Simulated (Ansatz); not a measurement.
# C₂H₃ClSe: basis-set convergence

An exercise on one series of results from a longer session: the logs are not shown, and one member is left open.

Method: one geometry, several basis sets; program: Ansatz 0.2.0, Gaussian basis.

Plan: PBE0-D4/def2-SVP; ωB97M-V/def2-SVP; PBE0-D4/def2-QZVPP; ωB97M-V/def2-QZVPP; the functionals' def2-TZVPP values are taken from earlier runs.

**The geometry**

An earlier PBE0-D4 in a triple-zeta def2 set relaxation fixed the geometry.

SMILES `ClCC=[Se]`, 7 atoms, charge 0, spin multiplicity 1.

Atoms are counted from 1 here; the program's logs count them from 0.

Bond lengths: Cl1–C2 1.788 Å, C2–C3 1.481 Å, C2–H5 1.088 Å, C2–H6 1.094 Å, C3–Se4 1.747 Å, C3–H7 1.089 Å. Angles: Cl1–C2–C3 110.0°, Cl1–C2–H5 108.4°, Cl1–C2–H6 106.4°, C3–C2–H5 112.0°, C3–C2–H6 110.1°, H5–C2–H6 109.8°, C2–C3–Se4 124.4°, C2–C3–H7 115.2°, Se4–C3–H7 120.4°.

Set-up of the first run:

Input file in.yaml:

```yaml
crystal:
  periodic: [false, false, false]
  atoms:
    - {symbol: Cl, position_ang: [-1.677193, 0.265391, 1.133019]}
    - {symbol: C, position_ang: [-0.239689, 0.574356, 0.115525]}
    - {symbol: C, position_ang: [0.471375, -0.695884, -0.157490]}
    - {symbol: Se, position_ang: [0.985355, -1.218698, -1.743462]}
    - {symbol: H, position_ang: [-0.565609, 1.063742, -0.799377]}
    - {symbol: H, position_ang: [0.403354, 1.249619, 0.687188]}
    - {symbol: H, position_ang: [0.683507, -1.306425, 0.718997]}
basis:
  gaussian: {orbitals: def2-SVP}
hamiltonian: {xc: pbe0, dispersion: d4}
output: {orbitals: {seedname: orbitals}}
```

Started as:

```
$ ansatz run in.yaml --threads 2 --pin off --events-out ev --progress --plain --max-ram 4352MiB
```

Among the steps run: PBE0-D4 in def2-SVP; ωB97M-V in def2-SVP; PBE0-D4 in def2-QZVPP; ωB97M-V in def2-QZVPP.

One of the session's tables, all rows but one given; the rest of the session is left out.

It belongs to the step «Functionals by basis». 

```
functional       basis  HOMO (eV)  LUMO (eV)
   PBE0-D4    def2-SVP          ?          ?
   PBE0-D4  def2-TZVPP      -6.64      -2.93
   PBE0-D4  def2-QZVPP      -6.67      -2.96
   ωB97M-V    def2-SVP      -8.66      -0.64
   ωB97M-V  def2-TZVPP      -8.82      -0.83
   ωB97M-V  def2-QZVPP      -8.85      -0.88
```

Q: Estimate the row for PBE0-D4, def2-SVP from the others.

The run gave: HOMO (eV): -6.50; LUMO (eV): -2.81. In the column «HOMO (eV)» it is the highest.
